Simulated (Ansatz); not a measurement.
BiTe under changes of volume

One of the cells (33.855 Å³/atom); the others are scaled copies at fixed shape and fractional positions:

```
Bi Te
1.0
     0.00000    3.23500    3.23500
     3.23500    0.00000    3.23500
     3.23500    3.23500    0.00000
Bi Te
1 1
Direct
  0.00000 0.00000 0.00000
  0.50000 0.50000 0.50000
```

- Program: Ansatz 0.2.0
- Functional: PBEsol
- Potentials or basis: Ansatz PAW
- Cutoff: 420 eV (not typed: the program's choice for these potentials)
- k mesh: 7 × 7 × 7
- Occupations: fermi-dirac, width 0.05 eV
- Spin: no spin polarisation

```csv
volume (Å³/atom),energy over the lowest point (meV/atom),pressure (GPa)
31.824,4.69,1.7
32.501,0.00,0.5
33.178,0.13,-0.6
33.855,?,?
34.532,12.87,-2.4
35.209,24.65,-3.2
35.886,39.54,-3.9
```

Problem. What does the run at 33.855 Å³/atom give?

Solution. Energy over the lowest point 4.56 meV/atom; pressure -1.5 GPa.

Worked out: A Birch-Murnaghan fit of order 3 (a polynomial in V^(-2/3)) to the other rows has its minimum at 32.82 Å³/atom with B0 = V·E''(V) = 52 GPa and B' = 4.3. It gives 4.57 meV/atom at 33.855 Å³/atom, against the run's 4.56, and -dE/dV = -1.5 GPa, against -1.5.

Energies are extrapolated to zero smearing.

Caveats: the PAW data sets come from PBE, with cores solved anew for the run's functional, which leaves a small shift of forces and pressure.
